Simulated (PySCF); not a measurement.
# A diatomic session: LiGa+

Aim: find the lowest electronic state of LiGa+, scan its bond at several levels of theory, and get bond length, wavenumber and dissociation energy from each curve.

Program: PySCF 2.14.0. Level of theory: Li def2-SVP, Ga def2-SVP, no relativity. These are calculated values, not measurements.

## 1. The job

Settings of the job:

```json
{
 "atoms": "Li, Ga",
 "charge": "1",
 "basis": "Li def2-SVP, Ga def2-SVP",
 "Hamiltonian": "no relativity",
 "basis functions": "41",
 "electrons treated": "33",
 "masses in u": "7.0160, 68.9256",
 "levels": "PBE0, PBE, r²SCAN, TPSS, B97-3, MN15, CAM-B3LYP, HF, MP2, SCS-MP2, CCSD, CCSD(T)",
 "grid": "80 radial by 434 angular points",
 "occupations": "held fixed by the projection of orbital angular momentum",
 "dissociation limit": "Li+ + Ga, each in its ground configuration",
 "starting distance in angstrom": "2.590",
 "values of 2S to try": "1, 3"
}
```

Command:

```sh
$ OMP_NUM_THREADS=1 python dia.py task.json out
```

After this run come: The PBE0 curve of the state that the search chose; Excited determinants; PBE (GGA); r²SCAN (meta-GGA); TPSS (meta-GGA); B97-3 (global hybrid GGA); MN15 (hybrid meta-GGA); CAM-B3LYP; UHF (mean field); Adding correlation.

**Question.** What will these runs give? Wanted: for each run, Re; ωe; De; μ.

As calculated:

Lowest PBE0 solution found, without spin–orbit coupling: ²Σ⁺ (doublet), unpaired electrons σ ↑. State 2 has its PBE0 minimum 1.04 eV higher. State 3 has its PBE0 minimum 4.92 eV higher. The other levels ran on the lowest alone.

```tsv
level	Re (Å)	ωe (cm⁻¹)	De (eV)	μ (D)
UHF	3.109	187.1	1.10	-9.10
UHF-MP2	3.082	189.1	1.06	n/a
UHF-SCS-MP2	3.096	187.0	1.06	n/a
UHF-CCSD	3.093	189.4	1.06	n/a
UHF-CCSD(T)	3.092	189.6	1.05	n/a
PBE	3.128	170.7	1.23	-8.64
TPSS	3.092	178.3	1.21	-8.72
r²SCAN	3.090	184.2	1.10	-9.00
PBE0	3.074	182.9	1.18	-8.73
B97-3	3.072	188.1	1.11	-8.81
MN15	3.014	208.9	1.00	-9.19
CAM-B3LYP	3.006	197.4	1.19	-8.69
```

De is counted to Li+ + Ga in their ground configurations. A positive dipole points from Li to Ga; in an ion it is taken about the centre of mass and does not tell which atom is negative.

Differences from CCSD(T) in the same basis:

```tsv
level	Re (mÅ)	ωe (%)
UHF	+17	-1.3
UHF-MP2	-10	-0.3
UHF-SCS-MP2	+5	-1.4
UHF-CCSD	+2	-0.1
PBE	+37	-10.0
TPSS	0	-6.0
r²SCAN	-2	-2.9
PBE0	-17	-3.6
B97-3	-20	-0.8
MN15	-78	+10.2
CAM-B3LYP	-86	+4.1
```

**Reading.** Judged by CCSD(T) in the same basis: best bond length TPSS (0 mÅ), worst CAM-B3LYP (-86 mÅ); best wavenumber UHF-CCSD (-0.1 %), worst MN15 (+10.2 %). CCSD(T) in a basis this small is itself some way from its limit, more so than the functionals. Of the levels with a De here, MN15 gives the least (1.00 eV) and PBE the most (1.23 eV).

Correlated steps freeze 9 core orbitals.
